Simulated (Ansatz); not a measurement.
# Ag: an axial (c/a) deformation path

The task here is to estimate one member of a computed series from the others.

This is Ag in the hcp structure; at room conditions it is fcc.

Program: Ansatz 0.2.0. Level of theory: DFT PBEsol, scalar-relativistic, plane waves, PAW. These are calculated values, not measurements.

## Starting point

The structure is hexagonal, space group P6_3/mmc (No. 194). Conventional cell: a = 2.930 Å, b = 2.930 Å, c = 4.790 Å, α = 90.00°, β = 90.00°, γ = 120.00°. Around Ag (site symmetry -6m2) lie 12 Ag at 2.93 Å.

Structure file:

```
Ag
1.0
     2.93000    0.00000    0.00000
    -1.46500    2.53745    0.00000
     0.00000    0.00000    4.79000
Ag
2
Direct
  0.33333 0.66667 0.25000
  0.66667 0.33333 0.75000
```

The cell is taken as given, not relaxed at this level.

Set-up of the first run:

Input file input.yaml:

```yaml
crystal:
  lattice:
    - [2.9299980804, 0.0, 0.0]
    - [-1.4649990402, 2.5374527707, 0.0]
    - [0.0, 0.0, 4.79]
  atoms:
    - { symbol: Ag, position: [0.3333333333, 0.6666666667, 0.25] }
    - { symbol: Ag, position: [0.6666666667, 0.3333333333, 0.75] }
basis:
  ecutwfc: 420
kpoints:
  mp_grid: { grid: [21, 21, 12] }
hamiltonian:
  xc: pbesol
scf:
  occupations: { method: gaussian, width: 0.15 }
output:
  forces: true
  stress: true
  eigenvalues: true
```

Steps of the session up to this table: Zero of the scan; At ρ = 0.850; Point ρ = 1.200; At ρ = 0.920; At ρ = 1.100; ρ = 0.960; ρ = 1.050; ρ = 0.800; At ρ = 1.300.

One of the session's tables, all rows but one given; the rest of the session is left out.

Collected from the runs (energy zero: the undisturbed cell):

```
    ρ  ΔE (meV/atom)  pressure (GPa)
0.800          125.3            -1.6
0.850              ?               ?
0.920           21.3            -5.5
0.960            6.1            -6.1
1.000            0.0            -6.4
1.050            4.4            -6.2
1.100           23.0            -5.4
1.200          104.0            -2.0
1.300          229.9             3.2
```

Estimate the missing values for ρ = 0.850.

Worked estimate for «ΔE (meV/atom)». A straight line through the neighbours (0.800, 125.3) and (0.920, 21.3) gives 125.3 + (21.3 − 125.3) × (0.850 − 0.800) / (0.920 − 0.800) = 82.0; a parabola fitted to 3 rows on both sides gives 71.3.

**Answer.** ΔE (meV/atom): 71.6; pressure (GPa): -3.6. In «ΔE (meV/atom)» the line misses by +10.4 and the parabola by -0.3.
